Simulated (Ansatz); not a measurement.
# Hf2Pd2Se2Br2O3 (P1) in Ansatz: convergence with wavefunction cutoff

Aim: find how far wavefunction cutoff must go before the results for Hf2Pd2Se2Br2O3 settle, at PBE. This setting moves, with any that are tied to it; all else stays.

All numbers are computed with Ansatz 0.2.0; they aren't measurements. Logs are shortened: lines on timing, memory, paths and dates and some standing lists are left out, and cuts for length are marked.

## 1. The structure

The typed cell holds 11 atoms: a = 5.761 Å, b = 5.870 Å, c = 6.872 Å, α = 96.27°, β = 102.51°, γ = 95.11°.

The cell was built by a generator and needn't be a form met in nature.

## 2. With wavefunction cutoff 200 eV

File input.yaml:

```yaml
crystal:
  lattice:
    - [5.76069, 0.00496, -0.00286]
    - [-0.5275, 5.84664, 0.03413]
    - [-1.48435, -0.92642, 6.64586]
  atoms:
    - { symbol: Hf, position: [0.7454, 0.39602, 0.34989] }
    - { symbol: Hf, position: [0.28763, 0.45322, 0.59401] }
    - { symbol: Pd, position: [0.90854, 0.13294, 0.84849] }
    - { symbol: Pd, position: [0.25249, 0.90323, 0.35874] }
    - { symbol: Se, position: [0.63469, 0.40355, 0.93716] }
    - { symbol: Se, position: [0.62597, 0.78174, 0.53023] }
    - { symbol: Br, position: [0.85273, 0.99089, 0.15355] }
    - { symbol: Br, position: [0.22526, 0.82084, 0.86223] }
    - { symbol: O, position: [0.9604, 0.28925, 0.59026] }
    - { symbol: O, position: [0.43233, 0.24524, 0.40864] }
    - { symbol: O, position: [0.07457, 0.58308, 0.36682] }
hamiltonian:
  xc: pbe
  pseudopotentials: { kind: paw }
kpoints:
  mp_grid: { grid: [3, 3, 3] }
scf:
  occupations: { method: fermi_dirac, width: 0.05 }
output:
  forces: true
  stress: true
  eigenvalues: true
basis:
  ecutwfc: "200 eV"
```

Potentials or basis: Ansatz PAW.

Started as:

```
$ ansatz run input.yaml --threads 8 --pin off --max-ram 20480MiB --backend cpu --events-out ev --progress --plain --runs-dir out
```

Standard output:

```text
Warning: basis.ecutwfc = 200 eV is below the records' recommended 420 eV, and the density's cutoff is lower with it unless basis.ecutrho_ratio is high enough to keep the records' density cutoff: compare with a run at a higher cutoff
Warning: RAYON_NUM_THREADS=8 ignored (pool sized by the plan → 8); use --threads N
[... 89 lines left out ...]
  k-point 1: bands = ["-77.4398", "-77.2679", "-55.0553", "-54.8608", "-42.5359", "-42.4805", "-42.3272", "-42.2732", "-41.5818", "-41.4845", "-40.8183", "-40.7806", "-40.7683", "-40.6685", "-40.6587", "-40.6343", "-40.5961", "-40.5598", "-40.4356", "-40.4247", "-23.0972", "-22.9177", "-22.9071", "-22.7777", "-22.7533", "-22.6696", "-10.6024", "-10.2485", "-10.0163", "-8.8236", "-8.8179", "-8.8135", "-8.7965", "-8.7896", "-8.7348", "-8.7102", "-8.6075", "-8.5950", "-8.5664", "-8.5558", "-8.5183", "-8.5135", "-8.4591", "-6.0914", "-4.6066", "-3.0772", "-2.6871", "2.6588", "3.3402", "3.7850", "3.9929", "4.3506", "4.4417", "4.7578", "4.8512", "4.9102", "5.1924", "5.4298", "5.5845", "5.7813", "6.3534", "6.4217", "6.5235", "6.8145", "7.0047", "7.2471", "7.4233", "7.5485", "7.7495", "7.9032", "8.0812", "8.1758", "8.3491", "8.7195", "8.8422", "9.0866", "9.5004", "10.1219", "12.0371", "12.3347", "12.6189", "12.8116", "12.8944", "13.0153", "13.6344", "14.0207", "14.5636", "14.9168"]
  k-point 2: bands = ["-77.4396", "-77.2674", "-55.0543", "-54.8602", "-42.5400", "-42.4618", "-42.3295", "-42.2666", "-41.5796", "-41.4755", "-40.8105", "-40.7779", "-40.7599", "-40.6725", "-40.6565", "-40.6290", "-40.6042", "-40.5553", "-40.4335", "-40.4186", "-23.1025", "-22.9141", "-22.9048", "-22.7739", "-22.7508", "-22.6588", "-10.5397", "-10.2442", "-10.0745", "-8.8211", "-8.8189", "-8.8026", "-8.7981", "-8.7898", "-8.7318", "-8.7145", "-8.5983", "-8.5903", "-8.5685", "-8.5425", "-8.5363", "-8.4978", "-8.4561", "-6.0697", "-4.5965", "-3.1024", "-2.7256", "2.9172", "3.4382", "3.8071", "4.0947", "4.1654", "4.4406", "4.5366", "4.7268", "5.1501", "5.3179", "5.4343", "5.7176", "5.8205", "6.1035", "6.4036", "6.4946", "6.7186", "7.0638", "7.1324", "7.4304", "7.6580", "7.7163", "7.8454", "7.9827", "8.0883", "8.2678", "8.5169", "8.8800", "9.0087", "9.9953", "10.4303", "11.8442", "12.4294", "12.5381", "12.5988", "12.9877", "13.1531", "13.5290", "13.9501", "14.6194", "14.9099"]
  k-point 13: bands = ["-77.4390", "-77.2667", "-55.0514", "-54.8571", "-42.5078", "-42.4484", "-42.3105", "-42.2519", "-41.5773", "-41.4633", "-40.8047", "-40.7848", "-40.7446", "-40.6694", "-40.6496", "-40.6362", "-40.5922", "-40.5375", "-40.4285", "-40.4088", "-23.0663", "-22.9367", "-22.9015", "-22.7719", "-22.7262", "-22.6740", "-10.4910", "-10.2666", "-10.0889", "-8.8204", "-8.8178", "-8.7996", "-8.7942", "-8.7829", "-8.7310", "-8.6938", "-8.6001", "-8.5869", "-8.5705", "-8.5424", "-8.5265", "-8.4725", "-8.4471", "-6.0517", "-4.5880", "-3.1180", "-2.7416", "2.7038", "3.4689", "3.6227", "4.0530", "4.2834", "4.4037", "4.5920", "4.8948", "5.0144", "5.3726", "5.4410", "5.6810", "5.9924", "6.1567", "6.5349", "6.7215", "6.8072", "7.0137", "7.2131", "7.3641", "7.5332", "7.6995", "7.8200", "8.0184", "8.1373", "8.4655", "8.5746", "8.8870", "9.1792", "10.0627", "10.2649", "11.7905", "12.1104", "12.3667", "12.8820", "12.9655", "13.3715", "13.7508", "14.3489", "14.6838", "14.9991"]
```

Run time: 2.4 s. Hardware: 8 threads of Arm Neoverse V1, shared host; peak memory 0.62 GiB.

Results:

* Free energy: -63542.2175 eV
* Pressure: -1.7 GPa
* Largest force: 0.592 eV/Å
* Band gap on the k mesh: 0.27 eV, indirect (least direct gap 0.41 eV)

## 3. With wavefunction cutoff 250 eV

Edit input.yaml of step 2 so:

```diff
@@ -29,2 +29,2 @@
 basis:
-  ecutwfc: "200 eV"
+  ecutwfc: "250 eV"
```

Potentials or basis: Ansatz PAW.

Started as:

```
$ ansatz run input.yaml --threads 8 --pin off --max-ram 20480MiB --backend cpu --events-out ev --progress --plain --runs-dir out
```

It took 2.9 s on 8 threads of Arm Neoverse V1, shared host; peak memory 0.72 GiB.

Results:

```
Free energy            : -63590.9720 eV
Pressure               : 0.1 GPa
Largest force          : 0.606 eV/Å
Band gap on the k mesh : 0.33 eV, indirect (least direct gap 0.47 eV)
```

## 4. With wavefunction cutoff 300 eV

Edit input.yaml of step 3 so:

```diff
@@ -29,2 +29,2 @@
 basis:
-  ecutwfc: "250 eV"
+  ecutwfc: "300 eV"
```

Started as:

```
$ ansatz run input.yaml --threads 8 --pin off --max-ram 20480MiB --backend cpu --events-out ev --progress --plain --runs-dir out
```

Wall time 3.8 s (8 threads of Arm Neoverse V1, shared host); peak memory 0.83 GiB.

What came out:

```yaml
Free_energy: -63601.2172 eV
Pressure: 0.0 GPa
Largest_force: 0.059 eV/Å
Band_gap_on_the_k_mesh: 0.34 eV, indirect (least direct gap 0.49 eV)
```

## 5. With wavefunction cutoff 350 eV

Edit input.yaml of step 4 so:

```diff
@@ -29,2 +29,2 @@
 basis:
-  ecutwfc: "300 eV"
+  ecutwfc: "350 eV"
```

Started as:

```
$ ansatz run input.yaml --threads 8 --pin off --max-ram 20480MiB --backend cpu --events-out ev --progress --plain --runs-dir out
```

Wall time 4.3 s (8 threads of Arm Neoverse V1, shared host); peak memory 0.95 GiB.

Results:

| Item | Value |
| --- | --- |
| Free energy | -63602.9473 eV |
| Pressure | 0.0 GPa |
| Largest force | 0.050 eV/Å |
| Band gap on the k mesh | 0.34 eV, indirect (least direct gap 0.49 eV) |

## 6. With wavefunction cutoff 400 eV

Edit input.yaml of step 5 so:

```diff
@@ -29,2 +29,2 @@
 basis:
-  ecutwfc: "350 eV"
+  ecutwfc: "400 eV"
```

Potentials or basis: Ansatz PAW.

Started as:

```
$ ansatz run input.yaml --threads 8 --pin off --max-ram 20480MiB --backend cpu --events-out ev --progress --plain --runs-dir out
```

Run time: 4.5 s. Hardware: 8 threads of Arm Neoverse V1, shared host; peak memory 1.1 GiB.

It converged, with:

```yaml
Free_energy: -63603.2142 eV
Pressure: 0.0 GPa
Largest_force: 0.019 eV/Å
Band_gap_on_the_k_mesh: 0.34 eV, indirect (least direct gap 0.49 eV)
```

## 7. With wavefunction cutoff 450 eV

Edit input.yaml of step 6 so:

```diff
@@ -29,2 +29,2 @@
 basis:
-  ecutwfc: "400 eV"
+  ecutwfc: "450 eV"
```

Started as:

```
$ ansatz run input.yaml --threads 8 --pin off --max-ram 20480MiB --backend cpu --events-out ev --progress --plain --runs-dir out
```

It took 5.2 s on 8 threads of Arm Neoverse V1, shared host; peak memory 1.2 GiB.

It converged, with:

```yaml
Free_energy: -63603.2612 eV
Pressure: 0.0 GPa
Largest_force: 0.018 eV/Å
Band_gap_on_the_k_mesh: 0.35 eV, indirect (least direct gap 0.50 eV)
```

## 8. With wavefunction cutoff 500 eV

Edit input.yaml of step 7 so:

```diff
@@ -29,2 +29,2 @@
 basis:
-  ecutwfc: "450 eV"
+  ecutwfc: "500 eV"
```

Started as:

```
$ ansatz run input.yaml --threads 8 --pin off --max-ram 20480MiB --backend cpu --events-out ev --progress --plain --runs-dir out
```

Wall time 6.3 s (8 threads of Arm Neoverse V1, shared host); peak memory 1.4 GiB.

Results (log left out):

```yaml
Free_energy: -63603.2703 eV
Pressure: 0.0 GPa
Largest_force: 0.018 eV/Å
Band_gap_on_the_k_mesh: 0.35 eV, indirect (least direct gap 0.50 eV)
```

## 9. With wavefunction cutoff 600 eV

Edit input.yaml of step 8 so:

```diff
@@ -29,2 +29,2 @@
 basis:
-  ecutwfc: "500 eV"
+  ecutwfc: "600 eV"
```

Potentials or basis: Ansatz PAW.

Started as:

```
$ ansatz run input.yaml --threads 8 --pin off --max-ram 20480MiB --backend cpu --events-out ev --progress --plain --runs-dir out
```

Run time: 7.7 s. Hardware: 8 threads of Arm Neoverse V1, shared host; peak memory 1.7 GiB.

Results (log left out):

* Free energy: -63603.2755 eV
* Pressure: 0.0 GPa
* Largest force: 0.018 eV/Å
* Band gap on the k mesh: 0.35 eV, indirect (least direct gap 0.50 eV)

## 10. With wavefunction cutoff 800 eV

Edit input.yaml of step 9 so:

```diff
@@ -29,2 +29,2 @@
 basis:
-  ecutwfc: "600 eV"
+  ecutwfc: "800 eV"
```

Started as:

```
$ ansatz run input.yaml --threads 8 --pin off --max-ram 20480MiB --backend cpu --events-out ev --progress --plain --runs-dir out
```

Run time: 12 s. Hardware: 8 threads of Arm Neoverse V1, shared host; peak memory 2.4 GiB.

The run converged. Its results:

```
Free energy            : -63603.2790 eV
Pressure               : 0.0 GPa
Largest force          : 0.018 eV/Å
Band gap on the k mesh : 0.35 eV, indirect (least direct gap 0.50 eV)
```

## 11. The series at a glance

| wavefunction cutoff | energy less the tightest run, at zero smearing (meV/atom) | pressure (GPa) | largest force (eV/Å) | gap on the mesh (eV) | SCF cycles | CPU time (s) | peak memory (GiB) |
| --- | --- | --- | --- | --- | --- | --- | --- |
| 200 eV | 5551.21 | -1.65 | 0.592 | 0.274 | 10 | 17 | 0.62 |
| 250 eV | 1118.85 | 0.09 | 0.606 | 0.332 | 11 | 21 | 0.72 |
| 300 eV | 187.45 | 0.02 | 0.059 | 0.339 | 11 | 28 | 0.83 |
| 350 eV | 30.16 | -0.01 | 0.050 | 0.342 | 10 | 32 | 0.95 |
| 400 eV | 5.89 | 0.00 | 0.019 | 0.345 | 10 | 33 | 1.1 |
| 450 eV | 1.63 | 0.01 | 0.018 | 0.346 | 10 | 40 | 1.2 |
| 500 eV | 0.79 | 0.01 | 0.018 | 0.346 | 10 | 48 | 1.4 |
| 600 eV | 0.33 | 0.01 | 0.018 | 0.346 | 10 | 59 | 1.7 |
| 800 eV | 0.00 | 0.00 | 0.018 | 0.346 | 10 | 91 | 2.4 |

Against the tightest run, the energy stays within 1 meV/atom from 500 eV on; the pressure stays within 0.1 GPa from 250 eV on; the largest force stays within 0.005 eV/Å from 400 eV on; the gap on the mesh stays within 0.01 eV from 300 eV on. The tightest run that finished is the yardstick and may itself not be fully converged.

Caveats: odd divisions of the mesh miss points on the zone boundary, where band edges often lie, so the gap on the mesh can be too wide; spin-orbit coupling is left out, which moves the levels of the heavy elements.
